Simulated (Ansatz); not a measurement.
# C9H21FSi: basis-set convergence

How large a basis does C9H21FSi need? Two functionals are run in growing sets.

Program: Ansatz 0.2.0, Gaussian basis. Level of theory: one geometry, several basis sets. These are calculated values, not measurements.

Levels to be run: PBE0-D4/def2-SVP; ωB97M-V/def2-SVP; PBE0-D4/def2-QZVPP; ωB97M-V/def2-QZVPP; the functionals' def2-TZVPP values are taken from earlier runs.

### Step 1. Structure used throughout

An earlier PBE0-D4 in a triple-zeta def2 set relaxation fixed the geometry.

SMILES `CC(C)[Si](F)(C(C)C)C(C)C`, 32 atoms, charge 0, spin multiplicity 1.

Atoms are counted from 1 here; the program's logs count them from 0.

Bond lengths: C1–C2 1.527 Å, C1–H12 1.095 Å, C1–H13 1.094 Å, C1–H14 1.092 Å, C2–C3 1.527 Å, C2–Si4 1.881 Å, C2–H15 1.099 Å, C3–H16 1.094 Å, C3–H17 1.094 Å, C3–H18 1.095 Å, Si4–F5 1.619 Å, Si4–C6 1.882 Å, Si4–C9 1.887 Å, C6–C7 1.528 Å, C6–C8 1.528 Å, C6–H19 1.099 Å, C7–H20 1.093 Å, C7–H21 1.094 Å and more. Angles: C2–C1–H12 110.9°, C2–C1–H13 111.4°, C2–C1–H14 111.9°, H12–C1–H13 107.0°, H12–C1–H14 107.8°, H13–C1–H14 107.7°, C1–C2–C3 111.3°, C1–C2–Si4 111.9°, C1–C2–H15 107.6°, C3–C2–Si4 112.9°, C3–C2–H15 108.1°, Si4–C2–H15 104.7°, C2–C3–H16 112.5°, C2–C3–H17 111.3°, C2–C3–H18 110.9°, H16–C3–H17 107.6°, H16–C3–H18 107.4°, H17–C3–H18 106.9° and more.

### Step 2. PBE0-D4 in def2-SVP

Contents of in.yaml:

```yaml
crystal:
  periodic: [false, false, false]
  atoms:
    - {symbol: C, position_ang: [-2.352125, -0.358693, -1.865817]}
    - {symbol: C, position_ang: [-1.905430, 0.006151, -0.451987]}
    - {symbol: C, position_ang: [-2.332784, -1.058541, 0.555489]}
    - {symbol: Si, position_ang: [-0.065635, 0.390949, -0.376315]}
    - {symbol: F, position_ang: [0.173387, 1.576437, -1.452957]}
    - {symbol: C, position_ang: [0.429934, 1.085744, 1.300903]}
    - {symbol: C, position_ang: [-0.512737, 2.204743, 1.742328]}
    - {symbol: C, position_ang: [1.879898, 1.569197, 1.310282]}
    - {symbol: C, position_ang: [0.988762, -1.075417, -0.921340]}
    - {symbol: C, position_ang: [2.260463, -0.657470, -1.658024]}
    - {symbol: C, position_ang: [1.308523, -2.023000, 0.234709]}
    - {symbol: H, position_ang: [-3.439225, -0.481624, -1.911784]}
    - {symbol: H, position_ang: [-1.908746, -1.304126, -2.193125]}
    - {symbol: H, position_ang: [-2.072105, 0.407945, -2.591816]}
    - {symbol: H, position_ang: [-2.398382, 0.949553, -0.180443]}
    - {symbol: H, position_ang: [-2.041193, -0.806265, 1.578848]}
    - {symbol: H, position_ang: [-1.892038, -2.031016, 0.316428]}
    - {symbol: H, position_ang: [-3.419610, -1.190512, 0.546892]}
    - {symbol: H, position_ang: [0.340401, 0.259341, 2.019359]}
    - {symbol: H, position_ang: [-1.545302, 1.862171, 1.843205]}
    - {symbol: H, position_ang: [-0.506563, 3.031916, 1.026318]}
    - {symbol: H, position_ang: [-0.204729, 2.610879, 2.711421]}
    - {symbol: H, position_ang: [2.587193, 0.763249, 1.102818]}
    - {symbol: H, position_ang: [2.140919, 1.991982, 2.286074]}
    - {symbol: H, position_ang: [2.040298, 2.350005, 0.561621]}
    - {symbol: H, position_ang: [0.361223, -1.623994, -1.637369]}
    - {symbol: H, position_ang: [2.949169, -0.121298, -0.999737]}
    - {symbol: H, position_ang: [2.792259, -1.536859, -2.036215]}
    - {symbol: H, position_ang: [2.044446, -0.003509, -2.504721]}
    - {symbol: H, position_ang: [0.412090, -2.367636, 0.756421]}
    - {symbol: H, position_ang: [1.838677, -2.910181, -0.126554]}
    - {symbol: H, position_ang: [1.952862, -1.542119, 0.976189]}
basis:
  gaussian: {orbitals: def2-SVP}
hamiltonian: {xc: pbe0, dispersion: d4}
output: {orbitals: {seedname: orbitals}}
```

Launch:

```sh
$ ansatz run in.yaml --threads 11 --pin off --events-out ev --progress --plain --max-ram 110592MiB --backend cpu
```

The program printed:

```text
Functional definition: PBE0
  name "PBE0"
  cite "Adamo & Barone, J. Chem. Phys. 110, 6158 (1999) doi:10.1063/1.478522"
  cite "Perdew, Burke & Ernzerhof, Phys. Rev. Lett. 77, 3865 (1996) doi:10.1103/PhysRevLett.77.3865"
  parent pbe
  parameter a = 0.25
  parameter kappa = 0.804
  parameter beta = 0.06672455060314922
  exchange = (1 - a)*pbe_x(kappa = kappa, mu = beta*pi^2/3) + a*exact_x
  correlation = pbe_c(beta = beta)
2984 factors; their error is unknown
mean field evaluation 1: about -20224.9370 eV, gradient 8.8e1 eV
mean field evaluation 2: about -20219.8167 eV, gradient 9.9e1 eV
mean field evaluation 4: about -20243.9094 eV, gradient 2.2e0 eV
mean field evaluation 8: about -20243.9230 eV, gradient 4.9e-2 eV
mean field evaluation 16: about -20243.9307 eV, gradient 7.2e-5 eV
mean field -20243.93071316 eV, -743.9507318794 hartree, gradient 7.2e-5 eV, S^2 0.000000; 0 other end points of the search recorded, 0 dependent functions left out
reference -20243.93075099 eV, -743.9507332698 hartree; 49, 49 occupied and 214, 214 virtual orbitals, 2984 factors
Total energy: -20244.72994299 eV, -743.9801030342 hartree
```

Wall time 3 s (11 threads of AMD EPYC 7R13, shared host); peak memory 1.6 GiB.

### Step 3. ωB97M-V in def2-SVP

Edit in.yaml of step 2 so:

```diff
@@ -37,3 +37,3 @@
   gaussian: {orbitals: def2-SVP}
-hamiltonian: {xc: pbe0, dispersion: d4}
+hamiltonian: {xc: {name: wB97M-V}}
 output: {orbitals: {seedname: orbitals}}
```

The command is unchanged.

The program printed, cut to the lines that bear on the results:

```text
Functional definition: wB97M-V
  name "wB97M-V"
  cite "Mardirossian & Head-Gordon, J. Chem. Phys. 144, 214110 (2016) doi:10.1063/1.4952647"
  cite "Becke, J. Chem. Phys. 107, 8554 (1997) doi:10.1063/1.475007"
  cite "Vydrov & Van Voorhis, J. Chem. Phys. 133, 244103 (2010) doi:10.1063/1.3521275"
  # Of w^i u^j: cxij and so on, Table III.
[...]
  gx(w, u) = 1 - cx + cx01*u + cx10*w
  gss(w, u) = css00 + css04*u^4 + css10*w + css20*w^2 + css43*w^4*u^3
  gos(w, u) = cos00 + cos10*w + (cos20 + cos21*u)*w^2 + (cos60 + cos61*u)*w^6
[...]
      + integral(e_c_pw_mod_opposite_spin*gos(b97_w_opposite, b97_u_opposite)) + vv10(b, c)
2984 factors; their error is unknown
781 factors; integrals over basis functions are off by at most 5.5e-6 eV
[...]
mean field -20254.37683265 eV, -744.3346196900 hartree, gradient 2.2e-5 eV, S^2 0.000000; 0 other end points of the search recorded, 0 dependent functions left out
reference -20254.37689552 eV, -744.3346220006 hartree; 49, 49 occupied and 214, 214 virtual orbitals, 2984 factors
Total energy: -20254.37689552 eV, -744.3346220006 hartree
```

It took 8 s on 11 threads of AMD EPYC 7R13, shared host; peak memory 2 GiB.

### Step 4. PBE0-D4 in def2-QZVPP

Edit in.yaml of step 3 so:

```diff
@@ -36,4 +36,4 @@
 basis:
-  gaussian: {orbitals: def2-SVP}
-hamiltonian: {xc: {name: wB97M-V}}
+  gaussian: {orbitals: "def2-QZVPP.json"}
+hamiltonian: {xc: pbe0, dispersion: d4}
 output: {orbitals: {seedname: orbitals}}
```

Launch:

```sh
$ ansatz run in.yaml --threads 11 --pin off --events-out ev --progress --plain --max-ram 110592MiB --backend cuda --devices 0, --max-vram 75GiB
```

The program printed:

```text
Functional definition: PBE0
  name "PBE0"
  cite "Adamo & Barone, J. Chem. Phys. 110, 6158 (1999) doi:10.1063/1.478522"
  cite "Perdew, Burke & Ernzerhof, Phys. Rev. Lett. 77, 3865 (1996) doi:10.1103/PhysRevLett.77.3865"
  parent pbe
  parameter a = 0.25
  parameter kappa = 0.804
  parameter beta = 0.06672455060314922
  exchange = (1 - a)*pbe_x(kappa = kappa, mu = beta*pi^2/3) + a*exact_x
  correlation = pbe_c(beta = beta)
3449 factors; their error is unknown
mean field evaluation 1: about -20232.7637 eV, gradient 1.1e2 eV
mean field evaluation 2: about -20218.1177 eV, gradient 1.3e2 eV
mean field evaluation 4: about -20261.4623 eV, gradient 6.1e0 eV
mean field evaluation 8: about -20261.5427 eV, gradient 6.5e-1 eV
mean field evaluation 16: about -20261.5439 eV, gradient 1.7e-4 eV
mean field -20261.54391381 eV, -744.5980050649 hartree, gradient 4.4e-5 eV, S^2 0.000000; 0 other end points of the search recorded, 0 dependent functions left out
reference -20261.54397351 eV, -744.5980072587 hartree; 49, 49 occupied and 1221, 1221 virtual orbitals, 3449 factors
Total energy: -20262.34316551 eV, -744.6273770231 hartree
```

Wall time 4.4 s (1 × H100 with 11 threads of AMD EPYC 7R13, shared host); peak host memory 2 GiB.

### Step 5. ωB97M-V in def2-QZVPP

Edit in.yaml of step 4 so:

```diff
@@ -37,3 +37,3 @@
   gaussian: {orbitals: "def2-QZVPP.json"}
-hamiltonian: {xc: pbe0, dispersion: d4}
+hamiltonian: {xc: {name: wB97M-V}}
 output: {orbitals: {seedname: orbitals}}
```

The command is unchanged.

The program printed, cut to the lines that bear on the results:

```text
Functional definition: wB97M-V
  name "wB97M-V"
  cite "Mardirossian & Head-Gordon, J. Chem. Phys. 144, 214110 (2016) doi:10.1063/1.4952647"
  cite "Becke, J. Chem. Phys. 107, 8554 (1997) doi:10.1063/1.475007"
  cite "Vydrov & Van Voorhis, J. Chem. Phys. 133, 244103 (2010) doi:10.1063/1.3521275"
  # Of w^i u^j: cxij and so on, Table III.
[...]
  gx(w, u) = 1 - cx + cx01*u + cx10*w
  gss(w, u) = css00 + css04*u^4 + css10*w + css20*w^2 + css43*w^4*u^3
  gos(w, u) = cos00 + cos10*w + (cos20 + cos21*u)*w^2 + (cos60 + cos61*u)*w^6
[...]
      + integral(e_c_pw_mod_opposite_spin*gos(b97_w_opposite, b97_u_opposite)) + vv10(b, c)
3429 factors; their error is unknown
980 factors; integrals over basis functions are off by at most 5.9e-6 eV
[...]
mean field -20272.73004718 eV, -745.0090878838 hartree, gradient 1.8e-5 eV, S^2 0.000000; 0 other end points of the search recorded, 0 dependent functions left out
reference -20272.73014388 eV, -745.0090914374 hartree; 49, 49 occupied and 1221, 1221 virtual orbitals, 3429 factors
Total energy: -20272.73014388 eV, -745.0090914374 hartree
```

Run time: 7 s. Hardware: 1 × H100 with 11 threads of AMD EPYC 7R13, shared host; peak host memory 2.1 GiB.

### Step 6. Functionals by basis

The def2-TZVPP values come from earlier runs at the same geometry.

| functional | basis | functions | energy (eV) | from the largest (eV) | HOMO (eV) | LUMO (eV) |
| --- | --- | --- | --- | --- | --- | --- |
| PBE0-D4 | def2-SVP | 263 | -20244.7299 | 17.613 | -7.48 | 1.38 |
| PBE0-D4 | def2-TZVPP | 646 | -20261.3782 | 0.965 | -7.49 | 0.88 |
| PBE0-D4 | def2-QZVPP | 1270 | -20262.3432 | 0.000 | -7.50 | 0.45 |
| ωB97M-V | def2-SVP | 263 | -20254.3769 | 18.353 | -9.68 | 3.01 |
| ωB97M-V | def2-TZVPP | 646 | -20271.8064 | 0.924 | -9.70 | 2.32 |
| ωB97M-V | def2-QZVPP | 1270 | -20272.7301 | 0.000 | -9.70 | 1.57 |

### Step 7. Results

| quantity | value |
| --- | --- |
| PBE0-D4: double and triple zeta above quadruple | 17.61, 0.97 eV |
| ωB97M-V: double and triple zeta above quadruple | 18.35, 0.92 eV |

**Reading.** PBE0-D4 gains 16.65 eV from double to triple zeta, then 0.97 eV more. Total energies overstate the basis error of differences, where much of it tends to cancel. The LUMO of ωB97M-V is positive and keeps falling with the basis (3.01 to 1.57 eV): an unbound level that the basis holds in place.
